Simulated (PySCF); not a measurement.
# C3H8BFO: the cost of one run

Computed with PySCF 2.14.0, with density-fitted response routines of our own, on a single molecule in the gas phase. Atoms are numbered from 0 throughout.

## 1. The starting structure

14 atoms, charge 0, multiplicity 1; geometry from: GFN2-xTB. The atoms were then displaced at random by about 0.01 Å, so the start is not that level's minimum.

Bonds of the start (Å): B0–O1 1.36, O1–C2 1.39, C2–F3 1.40, C2–C4 1.51, C4–C5 1.52, B0–H6 1.14, B0–H7 1.19, C2–H8 1.13, C4–H9 1.09, C4–H10 1.07, C5–H11 1.09, C5–H12 1.07, C5–H13 1.10.

## 2. Relaxing the molecule at PBE0-D3(BJ)/def2-SVP

The job: settings as JSON, then the geometry in Å.

```
{"job": {"xc": "PBE0", "basis": "def2-SVP", "d3": "d3bj", "grid": 1, "shake": 0.01, "kind": "geom"}, "charge": 0, "multiplicity": 1}
B      2.137850    -0.892600     0.527010
O      1.237690    -0.471980    -0.396510
C      0.496680     0.705500    -0.344830
F      1.115340     1.584210    -1.245120
C     -0.944370     0.467150    -0.728200
C     -1.673870    -0.317760     0.354000
H      2.664070    -1.881610     0.293490
H      2.327870    -0.242150     1.502810
H      0.608580     1.206140     0.667070
H     -1.415310     1.445220    -0.851080
H     -0.966320    -0.067500    -1.657850
H     -1.665630     0.218620     1.307400
H     -1.213160    -1.273690     0.499670
H     -2.716570    -0.494620     0.064380
```

On the command line:

```sh
$ OMP_NUM_THREADS=1 python probes_run.py task.json out
```

This one command runs all jobs of the session in turn.

Q: Estimate the wall time and peak memory of this first job on 1 thread of Arm Neoverse V1, shared host.

About 31 s, with a peak of 0.49 GiB.
